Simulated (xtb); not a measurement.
# C3H7AlFN (SMILES CCC#[N+][AlH2-][F]): GFN2-xTB

Aim: a geometry optimisation of C3H7AlFN. 

Program for the calculation: xtb 6.7.1.

### Step 1. The structure to begin with

C3H7AlFN: 13 atoms, total charge 0, spin state singlet. SMILES: `CCC#[N+][AlH2-][F]`. All atoms were displaced at random from a relaxed shape. The run starts from this shape.

Bond lengths: C1–C2 1.618 Å, C2–C3 1.400 Å, C3–N4 1.144 Å, N4–Al5 2.090 Å, Al5–F6 1.717 Å, C1–H7 1.022 Å, C1–H8 1.103 Å, C1–H9 1.090 Å, C2–H10 1.084 Å, C2–H11 1.182 Å, Al5–H12 1.460 Å, Al5–H13 1.462 Å. Some angles: C1–C2–C3 110.8°, C2–C3–N4 177.6°, C3–N4–Al5 178.0°, N4–Al5–F6 93.7°, C1–C2–H10 113.6°, C1–C2–H11 114.8°, C3–C2–H10 105.0°, C3–C2–H11 106.3°, C2–C1–H7 104.6°, C2–C1–H8 103.9°.

### Step 2. A geometry optimisation at GFN2-xTB

File xtb.inp:

```
$opt
   hessian=lindh
$end
```

File input.xyz:

```xyz
13
start
C     -0.28136000    -2.34786000    -0.08934000
C      0.91847000    -1.30278000     0.20351000
C      0.44982000     0.01574000     0.16546000
N      0.07830000     1.09505000     0.08702000
Al    -0.53080000     3.08871000    -0.06375000
F     -2.13132000     2.68124000    -0.53415000
H      0.15261000    -3.26916000    -0.00046000
H     -0.54491000    -2.15896000    -1.14348000
H     -1.11129000    -2.15496000     0.58994000
H      1.36230000    -1.41506000     1.18578000
H      1.81917000    -1.35694000    -0.55965000
H     -0.31448000     3.53772000     1.30873000
H      0.20731000     3.52129000    -1.24985000
```

Started as:

```console
$ xtb input.xyz -o tight -I xtb.inp > out.txt
```

What values should one expect? Wanted: total energy at the end; dipole moment; HOMO energy; LUMO energy; HOMO–LUMO gap; dispersion energy; mean polarisability.

Answer, from the run:

Level: GFN2-xTB.

| quantity | value |
| --- | --- |
| total energy at the end | -18.80497 Eh |
| dipole moment | 7.83 D |
| HOMO energy | -9.96 eV |
| LUMO energy | -7.57 eV |
| HOMO–LUMO gap | 2.39 eV |
| dispersion energy | -18.81 kJ/mol |
| mean polarisability (D4 model) | 73.7 bohr³ |

What this shows: At the final geometry: Bond lengths: C1–C2 1.534 Å, C2–C3 1.426 Å, C3–N4 1.148 Å, N4–Al5 2.015 Å, Al5–F6 1.667 Å, C1–H7 1.087 Å, C1–H8 1.087 Å, C1–H9 1.087 Å, C2–H10 1.094 Å, C2–H11 1.094 Å, Al5–H12 1.545 Å, Al5–H13 1.540 Å. Some angles: C1–C2–C3 109.1°, C2–C3–N4 178.0°, C3–N4–Al5 137.2°, N4–Al5–F6 96.2°, C1–C2–H10 110.7°, C1–C2–H11 110.8°, C3–C2–H10 108.6°, C3–C2–H11 109.0°, C2–C1–H7 109.6°, C2–C1–H8 110.5°. The optimisation took 35 steps and changed the energy by -0.578 eV.
